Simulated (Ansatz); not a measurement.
## AgAu, space group R-3m: a single point

Program: Ansatz 0.2.0 through its Python package.

`scf.py`
```python
"""Ground state of AgAu at the given structure."""

import ansatz as az

crystal = (
    az.Lattice.from_parameters(2.915176, 2.915176, 14.191923, alpha=90, beta=90, gamma=120)
    .space_group(166)
    .atom("Ag", [0.0, 0.0, 0.0])
    .atom("Au", [2 / 3, 1 / 3, 5 / 6])
    .primitive()
)

# functional, basis and sampling
job = (
    crystal.calculation()
    .functional(az.Functional.PBESOL, dispersion="d3bj")
    .basis(420)
    .kpoints(spacing=0.29)
    .occupations("cold")
    .scf(tolerance=1e-08)
    .forces()
)
out = job.run(threads=1, backend="cpu")
summary = out.report

energy = summary["free_energy_ev"]
print("AgAu: {:.6f} eV = {:.6f} Ry = {:.6f} Ha".format(energy, energy / 13.605693, energy / 27.211386))
print("Fermi level {:.4f} eV, {} k-points, {} symmetry operations".format(summary["fermi_energy_ev"], summary["n_kpoints"], summary["n_symmetry_ops"]))

if out.unlabelled_reasons:
    print("not a label:", out.unlabelled_reasons)
else:
    print(out.training_frame().splitlines()[0], "atoms in the frame")

used = summary["setup"]
print("cutoffs (eV):", used["ecut_ev"], used["ecutrho_ev"], " FFT grid:", used["fft_dense"])
print("cell volume {:.3f} A^3, {} symmetry operations".format(used["cell_volume_ang3"], used["n_sym_ops"]))
```

Output of `python scf.py`:
```text
AgAu: -20530.593054 eV = -1508.970771 Ry = -754.485385 Ha
Fermi level 18.3747 eV, 85 k-points, 12 symmetry operations
2 atoms in the frame
cutoffs (eV): 420.0 1680.0  FFT grid: [20, 20, 36]
cell volume 34.816 A^3, 12 symmetry operations
```

The settings weren't tested for convergence. Dispersion corrections can be off by several per cent in the lattices of metals, and by several GPa in the pressure at a fixed cell. The mesh is modest for a metal, so energies can be off by several to tens of meV an atom and pressures by half a GPa or more; differences at equal mesh fare better. Only differences from the Fermi energy are physical; the zero of the scale is a convention. Spin-orbit coupling, which matters for elements this heavy, is left out. The structure comes from a database of computed cells and needn't be a stable or known phase.

(Lines on the test bed's own set-up are left out of the output.)
